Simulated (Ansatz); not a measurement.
Runs of Ansatz 0.2.0 on Ta3AsAu2O13. Symmetry: Cm, No. 8, monoclinic system. The conventional cell has a = 13.601 Å, b = 3.843 Å, c = 10.515 Å, α = 90.00°, β = 99.65°, γ = 90.00°. Around Ta (site symmetry m) lie 4 O at 1.84 to 1.97 Å. Around Ta (site symmetry m) lie 5 O at 1.82 to 2.06 Å. Around Ta (site symmetry m) lie 5 O at 1.83 to 2.10 Å. Around As (site symmetry m) lie 3 O at 1.70 to 1.95 Å. Au (site symmetry m) is surrounded by 4 O at 1.98 to 2.05 Å. Au (site symmetry m) has 4 O at 1.93 to 2.06 Å as nearest neighbours. O (site symmetry m) has 2 Ta at 1.84 to 2.06 Å as nearest neighbours. O (site symmetry m) is surrounded by 1 Ta at 1.90 Å and 1 Au at 1.98 Å. The cell was built by a generator and needn't be a form met in nature.

```tsv
task	level	potentials or basis	cell	k mesh	cutoff (eV)	points for each segment of the path	gap on the mesh (eV)	pressure (GPa)	relaxed volume (Å³/atom)	largest force (eV/Å)
relaxation of cell and atoms	PBEsol+D3(BJ)	Ansatz PAW	relaxed	5 × 5 × 2	420	-	none	0.0	13.59	0.01
band structure	BLYP	Ansatz PAW	as given	7 × 7 × 3	420	10	none	4.9	-	0.39
relaxation of cell and atoms	BLYP	Ansatz PAW	relaxed	5 × 5 × 2	420	-	none	0.0	(b)	0.01
relaxation of cell and atoms	PBE+D3(BJ)-ATM	Ansatz PAW	relaxed	5 × 5 × 2	420	-	none	0.0	14.06	-
single point	PBE	PseudoDojo standard (PBE files)	as given	7 × 7 × 3	1143	-	none	-0.7	-	(a)
```

Alike in all rows: no spin polarisation; smearing fermi-dirac 0.05 eV.

Q: Estimate the missing entries.

A: (a) 0.12; (b) 14.73.

Caveats: the plane-wave basis is chosen anew once the cell has moved, so the energies of steps on either side of that aren't comparable (some runs); the PAW data sets come from PBE, with cores solved anew for the run's functional, which leaves a small shift of forces and pressure (some runs); pairwise dispersion overbinds metals, which lowers pressure and volume (some runs); spin-orbit coupling is left out, which moves the levels of the heavy elements (some runs).

A k mesh can miss the band edges, and the runs leave out spin-orbit coupling on As, Au, Ta.

A gap of «none» marks a metal or a gap under the smearing width.
